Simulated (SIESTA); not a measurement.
KSrNbBiO6 under changes of volume

One of the cells (15.162 Å³/atom); the others are scaled copies at fixed shape and fractional positions:

```
Bi Nb Sr K O
1.0
     0.00000    4.23233    4.23233
     4.23233    0.00000    4.23233
     4.23233    4.23233    0.00000
Bi Nb Sr K O
1 1 1 1 6
Direct
  0.00000 0.00000 0.00000
  0.50000 0.50000 0.50000
  0.25000 0.25000 0.25000
  0.75000 0.75000 0.75000
  0.73713 0.73713 0.26287
  0.26287 0.26287 0.73713
  0.73713 0.26287 0.73713
  0.26287 0.73713 0.26287
  0.26287 0.73713 0.73713
  0.73713 0.26287 0.26287
```

The cell comes from a database or a generator and needn't be the stable form of this composition.

| Item | Value |
| --- | --- |
| Program | SIESTA 5.4.2 |
| Functional | LDA |
| Potentials or basis | PseudoDojo 0.4 standard (LDA files) |
| Basis | DZP (energy shift 0.003 Ry; two zetas on semicore shells; d shell added on Sr, K) |
| Grid cutoff | 800 Ry |
| Energy shift | 0.003 Ry |
| k mesh | 4 × 4 × 4 |
| Occupations | fermi-dirac, width 0.05 eV |
| Spin | no spin polarisation |

```csv
volume (Å³/atom),energy over the lowest point (meV/atom),pressure (GPa),largest force (eV/Å)
14.253,0.00,1.5,0.059
14.556,0.30,-1.7,0.076
14.859,?,?,?
15.162,17.57,-7.1,0.322
15.466,33.34,-9.4,0.435
15.769,53.13,-11.4,0.539
16.072,76.51,-13.2,0.639
```

Problem. What does the run at 14.859 Å³/atom give?

Solution. Energy over the lowest point 6.38 meV/atom; pressure -4.6 GPa; largest force 0.201 eV/Å.

Worked out: A Birch-Murnaghan fit of order 3 (a polynomial in V^(-2/3)) to the other rows has its minimum at 14.39 Å³/atom with B0 = V·E''(V) = 154 GPa and B' = 4.6 at fixed shape and positions, which overstates the stiffness. It gives 6.37 meV/atom at 14.859 Å³/atom, against the run's 6.38, and -dE/dV = -4.6 GPa, against -4.6.

Energies are extrapolated to zero smearing.

Caveats: the basis of atomic orbitals isn't converged, which shifts pressures, moduli and gaps; an odd number of electrons without spin polarisation forces a metal; a magnetic or distorted state may lie lower.
